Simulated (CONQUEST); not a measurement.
ZrB: equation of state with PBEsol

ZrB:

```xyz
4
Lattice="3.2880 0.0000 0.0000 0.0000 3.2880 0.0000 0.0000 0.0000 4.6500" Properties=species:S:1:pos:R:3 pbc="T T T"
Zr    0.0000    0.0000    0.0000
Zr    1.6440    1.6440    2.3250
B     0.0000    0.0000    2.3250
B     1.6440    1.6440    0.0000
```

```yaml
Program: CONQUEST 1.3
Task: equation of state
Functional: PBEsol
Potentials_or_basis: PseudoDojo NC PBEsol, DZP, grid of 32 × 32 × 48 points
k_mesh: 8 × 8 × 6
Occupations: fermi-dirac, width 0.05 eV
Spin: no spin polarisation
Solver: diagonalisation
SCF_tolerance: 1e-06
```

| Quantity | Value |
| --- | --- |
| Equilibrium volume | 14.45 Å³/atom (rough: see the caveat) |
| Bulk modulus | 176 GPa (rough) |

Energy against volume, from the lowest point:
| volume (Å³/atom) | energy (meV/atom) |
| --- | --- |
| 11.814 | 301.35 |
| 12.065 | 227.90 |
| 12.317 | 164.68 |
| 12.568 | 111.05 |
| 12.819 | 66.30 |
| 13.071 | 29.26 |
| 13.322 | 0.00 |

All runs of the series together: 26 min on 1 thread of Intel(R) Xeon(R) Platinum 8259CL CPU @ 2.50GHz (Skylake/Cascade Lake) (shared host).

Caveat: the minimum lies outside the volumes run; the DZP basis gives volumes some 2 % larger than converged bases do, and moduli off by several per cent; the basis of atomic orbitals isn't converged, which shifts pressures, moduli and gaps.
